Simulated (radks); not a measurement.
**Pd³⁺ in [Ar] 3d10 4s2 4p5.75 4d7 5d0.25: an all-electron calculation**

One table from this session's results is given with a row withheld; the runs are named, their logs left out.

Program: radks (a radial shooting solver on a logarithmic mesh, Libxc functionals) version 1. Level of theory: scalar-relativistic Kohn-Sham, SOGGA, spin-unpolarised, spherical densities, finite nucleus. These are calculated values, not measurements, unless marked.

### Starting point

| Property | Result |
| --- | --- |
| element | palladium (Z = 46) |
| charge | +3 |
| electrons | 43 |
| configuration | [Ar] 3d10 4s2 4p5.75 4d7 5d0.25 |
| nuclear rms radius | 4.5318 fm |

The first run:

The run's settings:

```text
Z 46
configuration [Ar] 3d10 4s2 4p5.75 4d7 5d0.25 5s0 5p0 4f0 6d0
relativity scalar-relativistic
functional sogga,pbe
spin unpolarised
nucleus finite rms 4.5318 fm
c 137.035999084
```

One table of the session follows, with a row left open; its other results are not shown here.

It belongs to the step «Radial structure». Sizes of the orbitals, from the radial functions (bohr):

```
level     <r>  outermost maximum (interpolated)  90 % within  nodes
   1s       ?                                 ?            ?      ?
   2s  0.1384                             0.117        0.214      1
   2p  0.1207                            0.0934        0.196      0
   3s  0.3795                             0.342        0.559      2
   3p  0.3788                             0.335        0.570      1
   3d  0.3576                             0.282        0.567      0
   4s  0.9361                             0.848         1.36      3
   4p   1.020                             0.904         1.50      2
   4d   1.289                              1.05         1.99      1
   5s   2.367                              2.13         3.40      4
   5p   2.770                              2.48         4.00      3
   5d   3.896                              3.52         5.65      2
   4f   4.130                              3.64         6.33      0
```

Q: Estimate the row for 1s from the others.

**Answer.** <r>: 0.03187; outermost maximum (interpolated): 0.0207; 90 % within: 0.0572; nodes: 0. In the column «<r>» it is the lowest.
